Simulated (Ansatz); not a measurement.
# BH5SeSi: the cost of one run

All numbers below are computed with Ansatz 0.2.0 (RKS B3LYP-D4/def2-SVP).

### Step 1. The starting structure

Bond lengths: B1–Si2 1.891 Å, Si2–Se3 2.265 Å, B1–H4 1.125 Å, B1–H5 1.242 Å, Si2–H6 1.479 Å, Si2–H7 1.493 Å, Se3–H8 1.476 Å. Angles: B1–Si2–Se3 107.4°, B1–Si2–H6 110.6°, B1–Si2–H7 110.4°, Se3–Si2–H6 110.3°, Se3–Si2–H7 109.5°, H6–Si2–H7 108.6°, Si2–B1–H4 122.1°, Si2–B1–H5 119.9°, H4–B1–H5 118.0°, Si2–Se3–H8 91.3°.

As a file:

```xyz
8

B    -0.9387    0.2922   -0.8652
Si    0.6218    0.4052    0.1973
Se    1.2373   -1.7096    0.7264
H    -1.3982   -0.6950   -1.1488
H    -1.4823    1.3299   -1.2788
H     0.3598    1.1850    1.4265
H     1.7220    1.0684   -0.5625
H    -0.0297   -1.9332    1.4494
```

### Step 2. End point A

The input, input.yaml:

```yaml
crystal:
  periodic: [false, false, false]
  atoms:
    - { symbol: B, position_ang: [-0.9387, 0.2922, -0.8652] }
    - { symbol: Si, position_ang: [0.6218, 0.4052, 0.1973] }
    - { symbol: Se, position_ang: [1.2373, -1.7096, 0.7264] }
    - { symbol: H, position_ang: [-1.3982, -0.695, -1.1488] }
    - { symbol: H, position_ang: [-1.4823, 1.3299, -1.2788] }
    - { symbol: H, position_ang: [0.3598, 1.185, 1.4265] }
    - { symbol: H, position_ang: [1.722, 1.0684, -0.5625] }
    - { symbol: H, position_ang: [-0.0297, -1.9332, 1.4494] }
basis:
  gaussian: { orbitals: def2-SVP }
hamiltonian:
  xc: b3lyp
  dispersion: d4
relax:
  f_tol: 0.015
  max_steps: 40
```

The run is started by

```console
ansatz run input.yaml --threads 1 --pin off --max-ram 2048MiB --backend cpu --events-out ev --progress --plain --runs-dir out
```

Q: Estimate wall time and peak memory on 1 thread of Intel Xeon Platinum 8259CL at 2.50GHz (Skylake/Cascade Lake), shared host.

About 2.6 min, with a peak of 0.21 GiB.
